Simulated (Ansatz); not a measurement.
**C₇H₁₄: how energies converge with the basis set**

One table from this session's results is given with a row withheld; the runs are named, their logs left out.

Program: Ansatz 0.2.0, Gaussian basis. Level of theory: one geometry, several basis sets. These are calculated values, not measurements.

Plan: PBE0-D4/def2-SVP; ωB97M-V/def2-SVP; PBE0-D4/def2-QZVPP; ωB97M-V/def2-QZVPP; the functionals' def2-TZVPP values are taken from earlier runs.

1 further run of the same task is left out (it didn't finish). Runs told in other sessions of the task aren't counted.

**The relaxed structure**

An earlier PBE0-D4 in a triple-zeta def2 set relaxation fixed the geometry.

SMILES `CC/C=C(/C)CC`, 21 atoms, charge 0, spin multiplicity 1.

Atoms are counted from 1 here; the program's logs count them from 0.

Bond lengths: C1–C2 1.525 Å, C1–H8 1.093 Å, C1–H9 1.093 Å, C1–H10 1.093 Å, C2–C3 1.493 Å, C2–H11 1.093 Å, C2–H12 1.097 Å, C3–C4 1.333 Å, C3–H13 1.090 Å, C4–C5 1.498 Å, C4–C6 1.503 Å, C5–H14 1.095 Å, C5–H15 1.091 Å, C5–H16 1.096 Å, C6–C7 1.526 Å, C6–H17 1.092 Å, C6–H18 1.096 Å, C7–H19 1.092 Å and more. Angles: C2–C1–H8 110.8°, C2–C1–H9 111.4°, C2–C1–H10 111.0°, H8–C1–H9 108.2°, H8–C1–H10 107.5°, H9–C1–H10 107.8°, C1–C2–C3 112.3°, C1–C2–H11 109.8°, C1–C2–H12 108.8°, C3–C2–H11 111.0°, C3–C2–H12 108.8°, H11–C2–H12 105.9°, C2–C3–C4 127.9°, C2–C3–H13 114.8°, C4–C3–H13 117.3°, C3–C4–C5 120.9°, C3–C4–C6 123.8°, C5–C4–C6 115.2° and more.

The first run:

Contents of in.yaml:

```yaml
crystal:
  periodic: [false, false, false]
  atoms:
    - {symbol: C, position_ang: [0.768144, -1.590793, -2.381187]}
    - {symbol: C, position_ang: [1.084086, -0.512773, -1.349725]}
    - {symbol: C, position_ang: [-0.120797, 0.287142, -0.979226]}
    - {symbol: C, position_ang: [-0.689811, 0.402964, 0.221199]}
    - {symbol: C, position_ang: [-1.904768, 1.256080, 0.417748]}
    - {symbol: C, position_ang: [-0.169779, -0.267040, 1.462621]}
    - {symbol: C, position_ang: [0.704847, 0.655490, 2.306990]}
    - {symbol: H, position_ang: [0.053776, -2.314174, -1.980950]}
    - {symbol: H, position_ang: [1.669305, -2.131305, -2.680795]}
    - {symbol: H, position_ang: [0.325332, -1.154506, -3.280638]}
    - {symbol: H, position_ang: [1.538538, -0.967626, -0.466465]}
    - {symbol: H, position_ang: [1.842740, 0.162263, -1.765256]}
    - {symbol: H, position_ang: [-0.583896, 0.825248, -1.806440]}
    - {symbol: H, position_ang: [-1.733642, 2.023254, 1.180446]}
    - {symbol: H, position_ang: [-2.199358, 1.757882, -0.505139]}
    - {symbol: H, position_ang: [-2.750720, 0.653700, 0.766814]}
    - {symbol: H, position_ang: [0.395394, -1.165989, 1.207462]}
    - {symbol: H, position_ang: [-1.022348, -0.601845, 2.064273]}
    - {symbol: H, position_ang: [1.594537, 0.958991, 1.750731]}
    - {symbol: H, position_ang: [1.029808, 0.159558, 3.224859]}
    - {symbol: H, position_ang: [0.168610, 1.563470, 2.592686]}
basis:
  gaussian: {orbitals: def2-SVP}
hamiltonian: {xc: pbe0, dispersion: d4}
output: {orbitals: {seedname: orbitals}}
```

Launch:

```
> ansatz run in.yaml --threads 2 --pin off --events-out ev --progress --plain --max-ram 32768MiB --backend cpu
```

Steps of the session up to this table: PBE0-D4 in def2-SVP; ωB97M-V in def2-SVP; PBE0-D4 in def2-QZVPP; ωB97M-V in def2-QZVPP.

One table of the session follows, with a row left open; its other results are not shown here.

It belongs to the step «Functionals by basis». 

| functional | basis | HOMO (eV) | LUMO (eV) |
| --- | --- | --- | --- |
| PBE0-D4 | def2-SVP | ? | ? |
| PBE0-D4 | def2-TZVPP | -6.61 | 0.64 |
| PBE0-D4 | def2-QZVPP | -6.62 | 0.45 |
| ωB97M-V | def2-SVP | -8.78 | 2.87 |
| ωB97M-V | def2-TZVPP | -8.82 | 2.42 |
| ωB97M-V | def2-QZVPP | -8.82 | 1.79 |

**Question.** Estimate the row for PBE0-D4, def2-SVP.

The run gave: HOMO (eV): -6.57; LUMO (eV): 0.85. In the column «HOMO (eV)» it is the highest.
